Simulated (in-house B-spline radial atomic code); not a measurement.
# Nd³⁺: ionisation energy by several methods

Wanted: one ionisation energy, Nd³⁺ to configuration [Xe] 4f2, up the ladder of functionals.

The numbers are computed with in-house B-spline radial atomic code version 1 (scalar-relativistic (X2C), several functionals, spin-polarised, exact exchange averaged over the configuration; spherical all-electron atom at the radial basis limit), except any that are marked as measured or tabulated.

## 1. The atom as given

- element: neodymium (Z = 60)
- charge: +3
- electrons: 57
- configuration: [Xe] 4f3
- nucleus: Fermi, rms radius 4.912 fm

Outer shells as boxes (Hund's rule):

[Xe] 4f3
```
[Xe] core
4f [↑ ][↑ ][↑ ][  ][  ][  ][  ]
```

Where spins are not typed, each open shell is filled with up spins first.

## 2. M06-2X

Input settings:

```ini
Z = 60
electrons = 57.0
configuration = [Xe] 4f3
hamiltonian = x2c
method = m062x
spin_polarised = True
nucleus = fermi
rms_radius = 4.9123
mass_number = 142
atomic_mass = 141.907728824
speed_of_light = 137.035999084
exact_exchange = averaged over the configuration
```

Started as:

```console
$ python run_scf.py task.json out
```

One command runs all members of the session, one after another, from task.json.

## 3. PBE0

The settings differ from step 2 so:

```diff
@@ -4,3 +4,3 @@
 hamiltonian = x2c
-method = m062x
+method = pbe0
 spin_polarised = True
```

## 4. CAM-B3LYP

The settings differ from step 3 so:

```diff
@@ -4,3 +4,3 @@
 hamiltonian = x2c
-method = pbe0
+method = camb3lyp
 spin_polarised = True
```

## 5. BHandHLYP

The settings differ from step 4 so:

```diff
@@ -4,3 +4,3 @@
 hamiltonian = x2c
-method = camb3lyp
+method = bhandhlyp
 spin_polarised = True
```

## 6. ωB97X

The settings differ from step 5 so:

```diff
@@ -4,3 +4,3 @@
 hamiltonian = x2c
-method = bhandhlyp
+method = wb97x
 spin_polarised = True
```

Q: The tabulated ionisation energy is 40.6 ± 0.04 eV (semi-empirical; NIST Atomic Spectra Database). What does each method give, and which comes nearest?

As calculated:

| method | rung | total energy (hartree) | ΔSCF (eV) | −ε highest (eV) | ΔSCF less tabulated (eV) |
| --- | --- | --- | --- | --- | --- |
| M06-2X | global hybrid | -9622.7734 | 40.246 | 37.812 (4f up) | -0.354 |
| PBE0 | global hybrid | -9621.5296 | 40.512 | 34.416 (4f up) | -0.088 |
| BHandHLYP | global hybrid | -9621.8244 | 39.871 | 36.948 (4f up) | -0.729 |
| CAM-B3LYP | range-separated hybrid | -9622.4042 | 40.513 | 35.811 (4f up) | -0.087 |
| ωB97X | range-separated hybrid | -9622.2802 | 40.381 | 36.748 (4f up) | -0.219 |

Against the tabulated ionisation energy, 40.6 ± 0.04 eV (semi-empirical; NIST Atomic Spectra Database), the best here is CAM-B3LYP (-0.087 eV) and the worst BHandHLYP (-0.729 eV, or 1.8 %). Relativistic terms that these runs lack can be as large as the gaps between close methods, so the nearest may be so by luck. Spin-orbit coupling is left out. Open shells are averaged (over orientations, and over spins where the run is restricted), while tables refer to the lowest levels.
